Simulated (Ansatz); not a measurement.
**BCCD(T)/cc-pVTZ run of SiHCl (SMILES [SiH]Cl)**

Aim: the electronic atomisation energy of SiHCl at BCCD(T)/cc-pVTZ, from 4 runs. 

Program for the calculation: Ansatz 0.2.0.

59 further runs of the same task are left out: 59 set aside as unsound or not needed.

### Step 1. Starting point

SiHCl has 3 atoms, charge 0, and is taken as a singlet. As SMILES, `[SiH]Cl`. The coordinates come from a PBE0-D4/def2-TZVP relaxation.

Bond lengths: Si1–Cl2 2.077 Å, Si1–H3 1.529 Å. Angles: Cl2–Si1–H3 94.7°.

### Step 2. A single-point energy at BCCD(T)/cc-pVTZ

in.yaml reads:

```yaml
crystal:
  periodic: [false, false, false]
  atoms:
    - {symbol: Si, position_ang: [-0.548300, 0.570970, -0.233910]}
    - {symbol: Cl, position_ang: [1.275420, 0.352820, 0.736230]}
    - {symbol: H, position_ang: [-0.727130, -0.923790, -0.502320]}
basis:
  gaussian:
    orbitals: cc-pVTZ
correlation:
  method: bccd_t
  frozen_orbitals: {Cl: 5, H: 0, Si: 5}
accuracy: high
scf:
  omitted_lower_state_checks: [cluster_reference, increment]
```

Command:

```
ansatz run in.yaml --threads 1 --pin off --max-ram 3480MiB --events-out events.jsonl --progress --plain --runs-dir runs
```

The log of the run:

```text
Warning: RAYON_NUM_THREADS=1 ignored (pool sized by the plan → 1); use --threads N
Functional definition: HF
  name "HF"
  exchange = exact_x
  correlation = 0
these checks for a lower state are left out or cut short: cluster_reference, increment
1263 factors; integrals over basis functions are off by at most 3.9e-9 eV
mean field evaluation 1: about -20381.8135 eV, gradient 1.2e1 eV
mean field evaluation 2: about -20381.8198 eV, gradient 1.2e1 eV
mean field evaluation 4: about -20382.4320 eV, gradient 1.4e0 eV
mean field evaluation 8: about -20382.4451 eV, gradient 2.8e-3 eV
mean field -20382.44511702 eV, -749.0410423331 hartree, gradient 2.4e-8 eV, S^2 0.000000; 0 other end points of the search recorded, 0 dependent functions left out; unrestricted orbitals would lower it
10 core orbitals not correlated: weight in the atoms' cores, before any rotation towards them, 1.000 or more for the frozen orbitals, at most 0.000 for the correlated occupied ones
reference -20382.44511702 eV, -749.0410423331 hartree; 6, 6 occupied and 66, 66 virtual orbitals, 1263 factors
second order -7.85188679 eV of doubles, -0.00000000 eV of singles
cycle   1  -8.47035965 eV  change   -6.2e-1 eV  update   7.3e-2
cycle   2  -8.72150734 eV  change   -2.5e-1 eV  update   2.7e-2
cycle   3  -8.76744499 eV  change   -4.6e-2 eV  update   1.4e-2
cycle   4  -8.75874587 eV  change    8.7e-3 eV  update   4.4e-3
cycle   5  -8.75756585 eV  change    1.2e-3 eV  update   1.6e-3
cycle   6  -8.75775744 eV  change   -1.9e-4 eV  update   5.5e-4
cycle   7  -8.75767461 eV  change    8.3e-5 eV  update   1.6e-4
cycle   8  -8.75771088 eV  change   -3.6e-5 eV  update   5.8e-5
cycle   9  -8.75770427 eV  change    6.6e-6 eV  update   1.8e-5
cycle  10  -8.75769499 eV  change    9.3e-6 eV  update   6.4e-6
cycle  11  -8.75769641 eV  change   -1.4e-6 eV  update   2.3e-6
cycle  12  -8.75769548 eV  change    9.3e-7 eV  update   8.8e-7
cycle  13  -8.75769610 eV  change   -6.2e-7 eV  update   3.2e-7
cycle  14  -8.75769604 eV  change    5.4e-8 eV  update   1.6e-7
cycle  15  -8.75769592 eV  change    1.2e-7 eV  update   6.2e-8
cycle  16  -8.75769590 eV  change    1.6e-8 eV  update   3.3e-8
cycle  17  -8.75769588 eV  change    2.0e-8 eV  update   3.3e-8
cycle  18  -8.75769589 eV  change   -2.1e-9 eV  update   1.4e-7
cycle  19  -8.75769591 eV  change   -2.3e-8 eV  update   5.2e-8
cycle  20  -8.75769592 eV  change   -1.3e-8 eV  update   2.4e-8
cycle  21  -8.75769593 eV  change   -8.2e-9 eV  update   1.2e-8
cycle  22  -8.75769594 eV  change   -5.9e-9 eV  update   7.5e-9
cycle  23  -8.75769594 eV  change   -3.9e-9 eV  update   3.9e-9
cycle  24  -8.75769594 eV  change   -1.2e-9 eV  update   1.2e-9
cycle  25  -8.75769594 eV  change  -1.2e-10 eV  update  5.2e-10
perturbative correction -0.37321439 eV, -0.0137153757 hartree
Total energy: -20391.57602735 eV, -749.3765970985 hartree
Checks for a lower state left out: cluster_reference, increment
```

Run time: 6.3 s. Hardware: 1 thread of Arm Neoverse V1, shared host; peak memory 0.37 GiB.

### Step 3. The Cl atom

job.yaml reads:

```yaml
crystal:
  periodic: [false, false, false]
  atoms:
    - {symbol: Cl, position_ang: [0.000000, 0.000000, 0.000000]}
basis:
  gaussian: {orbitals: cc-pVTZ}
magnetization: {spin_polarized: true, initial_magnetization: 1}
correlation: {method: bccd_t, frozen_orbitals: {Cl: 5}}
accuracy: high
scf: {omitted_lower_state_checks: [cluster_reference, increment]}
```

Run the same way, it converges to -459.67182 Eh (log not shown).

### Step 4. The H atom: a single-point energy at UHF/cc-pVTZ

run.yaml reads:

```yaml
crystal:
  periodic: [false, false, false]
  atoms:
    - {symbol: H, position_ang: [0.000000, 0.000000, 0.000000]}
basis:
  gaussian:
    orbitals: cc-pVTZ
magnetization:
  spin_polarized: true
  initial_magnetization: 1
hamiltonian:
  xc: hf
accuracy: high
```

Command:

```
ansatz run run.yaml --threads 1 --pin off --max-ram 3480MiB --events-out events.jsonl --progress --plain --runs-dir runs
```

The log of the run:

```text
Warning: RAYON_NUM_THREADS=1 ignored (pool sized by the plan → 1); use --threads N
[... 4 set-up lines as earlier in the session ...]
92 factors; integrals over basis functions are off by at most 8.9e-10 eV
mean field evaluation 1: about -13.5529 eV, gradient 1.7e0 eV
mean field evaluation 2: about -13.5529 eV, gradient 1.7e0 eV
mean field evaluation 4: about -13.6007 eV, gradient 2.7e-3 eV
mean field evaluation 8: about -13.6005 eV, gradient 1.7e-11 eV
mean field -13.60051782 eV, -0.4998098113 hartree, gradient 9.2e-10 eV, S^2 0.750000; 0 other end points of the search recorded, 0 dependent functions left out
reference -13.60051782 eV, -0.4998098113 hartree; 1, 0 occupied and 13, 14 virtual orbitals, 92 factors
Total energy: -13.60051782 eV, -0.4998098113 hartree
```

It took 0.04 s on 1 thread of Arm Neoverse V1, shared host.

### Step 5. The Si atom

in.yaml reads:

```yaml
crystal:
  periodic: [false, false, false]
  atoms:
    - {symbol: Si, position_ang: [0.000000, 0.000000, 0.000000]}
basis:
  gaussian: {orbitals: cc-pVTZ}
magnetization: {spin_polarized: true, initial_magnetization: 2}
correlation: {method: bccd_t, frozen_orbitals: {Si: 5}}
accuracy: high
scf: {omitted_lower_state_checks: [cluster_reference, increment]}
```

Run the same way, it converges to -288.93311 Eh (log not shown).

### Step 6. What came out

Level: BCCD(T)/cc-pVTZ, 10 core orbitals frozen.

| quantity | value |
| --- | --- |
| molecule: total energy | -749.37660 Eh |
| molecule: correlation energy (10 core orbitals frozen) | -335.6 mEh |
| molecule: (T) correction | -13.72 mEh |
| Cl atom: total energy | -459.67182 Eh |
| Cl atom: correlation energy (5 core orbitals frozen) | -186.4 mEh |
| Cl atom: (T) correction | -5.63 mEh |
| Cl atom: ⟨S²⟩ of the reference determinant | 0.759 |
| H atom: total energy | -0.49981 Eh |
| H atom: ⟨S²⟩ | 0.750 |
| Si atom: total energy | -288.93311 Eh |
| Si atom: correlation energy (5 core orbitals frozen) | -76.7 mEh |
| Si atom: (T) correction | -2.53 mEh |
| Si atom: ⟨S²⟩ of the reference determinant | 2.015 |
| electronic atomisation energy | 7.398 eV |

In words: Taking the molecule apart into free atoms costs 7.40 eV (714 kJ/mol), before zero-point energy and without spin-orbit coupling. The restricted solution (molecule) is unstable to spin breaking: an unrestricted one lies lower. The triples (molecule) make up 4.1 % of the correlation energy. The triples (Cl atom) make up 3.0 % of the correlation energy. The triples (Si atom) make up 3.3 % of the correlation energy.
